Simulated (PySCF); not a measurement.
# A diatomic session: IrN

What are the lowest state that PBE0 finds, the bond length, vibrational wavenumber and bond energy of IrN, and how much do these hang on the method?

Method: Ir def2-TZVPP with ECP60, N def2-TZVPP, scalar-relativistic core potentials; program: PySCF 2.14.0.

## 1. Set-up

A driver script around PySCF takes these settings:

```json
{
 "atoms": "Ir, N",
 "charge": "0",
 "basis": "Ir def2-TZVPP with ECP60, N def2-TZVPP",
 "Hamiltonian": "scalar-relativistic core potentials",
 "basis functions": "87",
 "electrons treated": "24",
 "masses in u": "192.9629, 14.0031",
 "levels": "PBE0, PBE, r²SCAN, TPSS, B3LYP, revPBE, LDA, LC-ωPBE, HF, MP2, SCS-MP2, CCSD, CCSD(T)",
 "grid": "80 radial by 434 angular points",
 "occupations": "held fixed by the projection of orbital angular momentum",
 "dissociation limit": "Ir + N, each in its ground configuration",
 "starting distance in angstrom": "1.840",
 "values of 2S to try": "0, 2, 4, 6, 8"
}
```

Launch:

```console
$ OMP_NUM_THREADS=1 python dia.py task.json out
```

The runs that follow: PBE0 along the bond; Higher solutions at PBE0; PBE (GGA); r²SCAN (meta-GGA); TPSS; B3LYP (global hybrid GGA); revPBE (GGA); LDA; LC-ωPBE (range-separated hybrid); RHF; Adding correlation.

**Question.** What will these runs give? Wanted: for each run, Re; ωe; De; μ.

**Answer**, as computed:

Lowest PBE0 solution found, without spin–orbit coupling: ¹Σ⁺ (singlet), closed shell. State 3 has its PBE0 minimum 1.19 eV higher. The other levels ran on the lowest alone.

```
      level  Re (Å)  ωe (cm⁻¹)  De (eV)  μ (D)
        RHF   1.548       1353    -1.12  -2.11
    RHF-MP2   1.626       1164     7.64    n/a
RHF-SCS-MP2   1.621       1163     7.01    n/a
   RHF-CCSD   1.585       1238     4.58    n/a
RHF-CCSD(T)   1.601       1185     5.43    n/a
        LDA   1.584       1255      n/a  -1.13
        PBE   1.597       1211     6.60  -1.21
     revPBE   1.601       1201     6.23  -1.25
       TPSS   1.599       1205     5.95  -1.44
     r²SCAN   1.588       1241     5.43  -1.43
      B3LYP   1.588       1240     5.30  -1.42
       PBE0   1.576       1276     5.23  -1.49
    LC-ωPBE   1.564       1325     4.94  -1.84
```

De is counted to Ir + N in their ground configurations. A positive dipole means Ir(−)N(+).

The methods spread over 0.078 Å in bond length, from RHF to RHF-MP2. Among the levels with a De in the table, it runs from -1.12 eV (RHF) to 7.64 eV (RHF-MP2).

Correlated steps freeze 1 core orbital. These are scalar-relativistic numbers at best; spin–orbit coupling would shift them, the dissociation energy most. A negative De means that the minimum lies above the separated atoms at that level. T1 is 0.025 near the minimum (highest on the curve 0.060), which may point to more than one leading configuration.
